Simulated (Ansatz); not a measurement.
# BH4NSe: the cost of one run

Program: Ansatz 0.2.0. Level of theory: RKS PBE0-D4/def2-SVP. These are calculated values, not measurements.

## Step 1: The starting structure

Bond lengths: N1–B2 1.475 Å, B2–Se3 1.988 Å, N1–H4 0.996 Å, N1–H5 1.101 Å, B2–H6 1.191 Å, Se3–H7 1.530 Å. Angles: N1–B2–Se3 117.6°, N1–B2–H6 121.9°, Se3–B2–H6 120.5°, B2–N1–H4 106.6°, B2–N1–H5 107.0°, H4–N1–H5 104.1°, B2–Se3–H7 92.1°.

Coordinates:

```xyz
7

N    -0.9352    0.1337   -0.6487
B     0.2402    0.3196    0.2232
Se    1.9337   -0.5737   -0.3110
H    -1.6654   -0.2206   -0.0711
H    -1.2846    1.1368   -0.9376
H     0.1879    0.9719    1.2188
H     1.5846   -1.8357    0.4807
```

## Step 2: Relaxing the start

input.yaml reads:

```yaml
crystal:
  periodic: [false, false, false]
  atoms:
    - { symbol: "N", position_ang: [-0.9352, 0.1337, -0.6487] }
    - { symbol: B, position_ang: [0.2402, 0.3196, 0.2232] }
    - { symbol: Se, position_ang: [1.9337, -0.5737, -0.311] }
    - { symbol: H, position_ang: [-1.6654, -0.2206, -0.0711] }
    - { symbol: H, position_ang: [-1.2846, 1.1368, -0.9376] }
    - { symbol: H, position_ang: [0.1879, 0.9719, 1.2188] }
    - { symbol: H, position_ang: [1.5846, -1.8357, 0.4807] }
basis:
  gaussian: { orbitals: def2-SVP }
hamiltonian:
  xc: pbe0
  dispersion: d4
relax:
  f_tol: 0.02
  max_steps: 40
scf:
  lower_state_search: "off"
```

On the command line:

```console
$ ansatz run input.yaml --threads 1 --pin off --max-ram 2048MiB --backend cpu --events-out ev --progress --plain --runs-dir out
```

What time and memory should one allow on 1 thread of Intel Xeon 6975P-C (Granite Rapids), shared host?

About 17 s, with a peak of 0.15 GiB.
